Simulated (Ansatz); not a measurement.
# H3HfSi: the cost of one run

Computed with Ansatz 0.2.0, Gaussian basis. Level: the settings change from run to run.

20 further runs of the same task are left out: 4 that didn't finish, 16 set aside as unsound or not needed. Runs told in other sessions of the task aren't counted.

### 1 The geometry

The geometry is a PBE0/def2-TZVP stationary point (not a proven minimum) of the parent state, kept for this charge and spin. No spin-orbit coupling is included. Elements past krypton take def2 core potentials.

5 atoms, charge 1, spin multiplicity 7.

Atoms are counted from 1 here; the program's logs count them from 0.

Bond lengths: Hf1–Si2 2.795 Å, Si2–H3 1.495 Å, Si2–H4 1.495 Å, Si2–H5 1.495 Å. Angles: Hf1–Si2–H3 110.0°, Hf1–Si2–H4 106.2°, Hf1–Si2–H5 110.0°, H3–Si2–H4 110.3°, H3–Si2–H5 110.0°, H4–Si2–H5 110.3°.

### 2 CCSD(T) on UHF/def2-SVP

File in.yaml:

```yaml
crystal:
  periodic: [false, false, false]
  atoms:
    - {symbol: Hf, position_ang: [0.000000, -0.000179, 0.421687]}
    - {symbol: Si, position_ang: [0.000000, -0.000820, -2.372815]}
    - {symbol: H, position_ang: [1.224151, -0.689841, -2.882975]}
    - {symbol: H, position_ang: [-0.000057, 1.434267, -2.791360]}
    - {symbol: H, position_ang: [-1.224097, -0.689938, -2.882975]}
basis:
  gaussian: {orbitals: def2-SVP}
total_charge: 1
magnetization: {spin_polarized: true, initial_magnetization: 6}
correlation: {method: ccsd_t, electrons: outside_noble_gas}
accuracy: high
scf: {lower_state_search: full}
output: {forces: true}
```

Started as:

```sh
$ ansatz run in.yaml --threads 1 --pin off --events-out ev --progress --plain --max-ram 2393MiB
```

**Question.** How long does this run take on 1 thread of Intel Xeon at 2.80GHz, shared host, and how much memory does it need?

About 2.5 min, with a peak of 0.54 GiB.
